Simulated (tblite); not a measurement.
# Ge2H11NSi2: the cost of one run

The runs use tblite 0.8.0 and PySCF 2.14.0, with density-fitted response routines of our own; the level of theory stands in each step. All values are computed, except where a source is named. Atoms are numbered from 0 throughout.

**1. The molecule as given**

16 atoms, charge 0, multiplicity 1; geometry from: force field or distance geometry start.

Bonds of the start (Å): Si0–N1 1.78, N1–Ge2 1.86, Ge2–Si3 2.31, Ge2–Ge4 2.40, Si0–H5 1.47, Si0–H6 1.48, Si0–H7 1.46, N1–H8 1.03, Ge2–H9 1.55, Si3–H10 1.46, Si3–H11 1.46, Si3–H12 1.48, Ge4–H13 1.54, Ge4–H14 1.55, Ge4–H15 1.55.

**2. Geometry optimisation with GFN2-xTB**

The job: settings as JSON, then the geometry in Å.

```
{"job": {"kind": "relax", "xc": "GFN2-xTB", "basis": "xTB"}, "charge": 0, "multiplicity": 1}
Si    -1.720400    -1.642500     1.054800
N     -0.159800    -1.528300     0.199700
Ge     0.464800     0.219100     0.380500
Si     2.664800     0.325600    -0.301000
Ge    -0.834600     1.676100    -1.013200
H     -1.561200    -1.285500     2.469900
H     -2.697000    -0.724200     0.426300
H     -2.231900    -3.010900     0.965600
H     -0.337300    -1.696300    -0.804200
H      0.350600     0.683600     1.858200
H      3.149100     1.698400    -0.171700
H      2.763200    -0.119600    -1.691700
H      3.467800    -0.566700     0.568900
H     -2.299100     1.701300    -0.532800
H     -0.783100     1.169400    -2.478700
H     -0.243300     3.109400    -0.942100
```

Run with:

```
$ OMP_NUM_THREADS=1 python probes_run.py task.json out
```

One launch serves the whole session: the jobs run in the order shown.

**Question.** How long does this first job take on 1 thread of Arm Neoverse N1, shared host, and how much memory does it need?

About 1.3 s, with a peak of 0.18 GiB.
